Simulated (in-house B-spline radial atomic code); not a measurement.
# Ba⁴⁵⁺: one electron outside a closed core

Question: which levels, fine-structure intervals and matrix elements has Ba⁴⁵⁺, treated as one electron over a closed core?

The numbers are computed with an in-house B-spline radial atomic code, version 1 (frozen-core Dirac-Hartree-Fock, second-order and screened correlation potential (Brueckner orbitals), static RPA core polarisation, Breit and QED for the lowest s, p, d states, no-pair Dirac-Coulomb), except any that are marked as measured or tabulated.

**1. Starting point**

| Quantity | Value |
| --- | --- |
| element | barium (Z = 56) |
| charge | +45 |
| core | [He] 2s2 2p6 |
| nucleus | mass number 138, rms radius 4.838 fm |

**2. The run, and its states**

Settings:

```ini
basis_form = 2
Z = 56
core_configuration = [He] 2s2 2p6
rms_radius = 4.8378
mass_number = 138
speed_of_light = 137.035999084
box_radius = 4.591
lmax = 6
intervals = 59
virtual_cutoff = 6272.0
```

On the command line:

```
> python run_mb.py task.json out
```

The settings stand in task.json.

Further steps of the session: Matrix elements and lines.

What does the calculation give? Wanted: lowest one-electron state over this core; next one-electron state; strongest of the lines computed from the lowest state; polarisability of the lowest state; core polarisability.

**Answer**, as computed:

```
                                                                                   quantity                                                              value
                                                   lowest one-electron state over this core                                                              3s1/2
                                                                         its removal energy                                          3641.0 eV (DHF 3644.2 eV)
                                                                    next one-electron state                                                  3p1/2 at 105.4 eV
strongest of the lines computed from the lowest state (states outside the list are missing)                                         3p3/2, 5.985 nm, f = 0.213
                                                         polarisability of the lowest state                                                     0.007359 bohr³
                                                                        core polarisability                                                    0.0001598 bohr³
                                                    tabulated theoretical ionisation energy  3640.0 ± 4 eV (NIST Atomic Spectra Database, ionization energies)
```

Correlation with the core adds 0.024 % to the binding of 3s1/2, and the screened shift differs from the second-order Brueckner one by -0.89 %. The quantum defects of the lowest states are s 0.19, p 0.15, d 0.05, f 0.01, g 0.01; at this charge relativity makes much of them, since the formula is non-relativistic. Core polarisation and Brueckner orbitals change the element of the strongest line by -1.0 %. The tabulated theoretical ionisation energy, 3640.0 ± 4 eV, is missed by +0.029 % at the final rung.
